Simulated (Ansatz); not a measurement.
# Au: under pressure

One table from this session's results is given with a row withheld; the runs are named, their logs left out.

This is Au in the bcc structure; at room conditions it is fcc.

Method: DFT r2SCAN, scalar-relativistic, plane waves, PAW, in Ansatz 0.2.0.

1 further run of the same task is left out (set aside as unsound or not needed).

## The system as given

Symmetry: Im-3m, No. 229, cubic system. Conventional cell: a = 3.275 Å, b = 3.275 Å, c = 3.275 Å, α = 90.00°, β = 90.00°, γ = 90.00°. Around Au (site symmetry m-3m) lie 8 Au at 2.84 Å.

As a file:

```cif
data_structure
_symmetry_space_group_name_H-M 'P 1'
_symmetry_Int_Tables_number 1
_cell_length_a 2.8366
_cell_length_b 2.8366
_cell_length_c 2.8366
_cell_angle_alpha 109.471
_cell_angle_beta 109.471
_cell_angle_gamma 109.471
_cell_volume 17.57
loop_
_atom_site_label
_atom_site_type_symbol
_atom_site_fract_x
_atom_site_fract_y
_atom_site_fract_z
_atom_site_occupancy
Au1 Au 0.00000 0.00000 0.00000 1
```

It goes back to an entry of the Materials Project, which need not be the stable form.

This cell was relaxed beforehand with the same method: volume 17.57 Å³/atom, gap on the mesh none (metal).

The first run:

File input.yaml:

```yaml
crystal:
  lattice:
    - [-1.6429011257, 1.6429011257, 1.6429011257]
    - [1.6429011257, -1.6429011257, 1.6429011257]
    - [1.6429011257, 1.6429011257, -1.6429011257]
  atoms:
    - { symbol: Au, position: [0.0, 0.0, 0.0] }
basis:
  ecutwfc: 500
kpoints:
  mp_grid: { grid: [18, 18, 18] }
hamiltonian:
  xc: r2scan
scf:
  occupations: { method: gaussian, width: 0.1 }
output:
  forces: true
  stress: true
  eigenvalues: true
relax:
  adjacent_minimum: "off"
  f_tol: 0.008
  max_steps: 50
  cell: { stress_tol: 0.08, p_target: -1.0 }
```

Run with:

```sh
$ ansatz run input.yaml --threads 1 --pin off --max-ram 2560MiB --backend cpu --events-out ev --progress --plain --runs-dir out
```

Among the steps run: -1 GPa; 1 GPa; Target pressure 4 GPa; 12 GPa; 25 GPa; 50 GPa; 90 GPa.

One table of the session follows, with a row left open; its other results are not shown here.

It belongs to the step «Volume, cell and gap against pressure». Lengths are those of the vectors of the cell that was run:

| P (GPa) | V (Å³/atom) | a (Å) | b (Å) | c (Å) | ΔH (eV/atom) |
| --- | --- | --- | --- | --- | --- |
| -1 | 17.69 | 2.843 | 2.843 | 2.843 | -0.110 |
| 0 | 17.57 | 2.837 | 2.837 | 2.837 | 0.000 |
| 1 | ? | ? | ? | ? | ? |
| 4 | 17.14 | 2.813 | 2.813 | 2.813 | 0.433 |
| 12 | 16.47 | 2.776 | 2.776 | 2.776 | 1.271 |
| 25 | 15.65 | 2.729 | 2.729 | 2.729 | 2.572 |
| 50 | 14.55 | 2.664 | 2.664 | 2.664 | 4.924 |
| 90 | 13.41 | 2.592 | 2.592 | 2.592 | 8.404 |

Q: Estimate the row for P (GPa) = 1 from the others.

Worked estimate for «V (Å³/atom)». A straight line through the neighbours (0, 17.57) and (4, 17.14) gives 17.57 + (17.14 − 17.57) × (1 − 0) / (4 − 0) = 17.46; a parabola fitted to 4 rows on both sides gives 17.46.

The run gave: V (Å³/atom): 17.45; a (Å): 2.830; b (Å): 2.830; c (Å): 2.830; ΔH (eV/atom): 0.109. In «V (Å³/atom)» the line misses by +0.01 and the parabola by +0.01.

ΔH is E + PV over the energy at zero pressure; a, b and c are the vectors of the computed cell. 
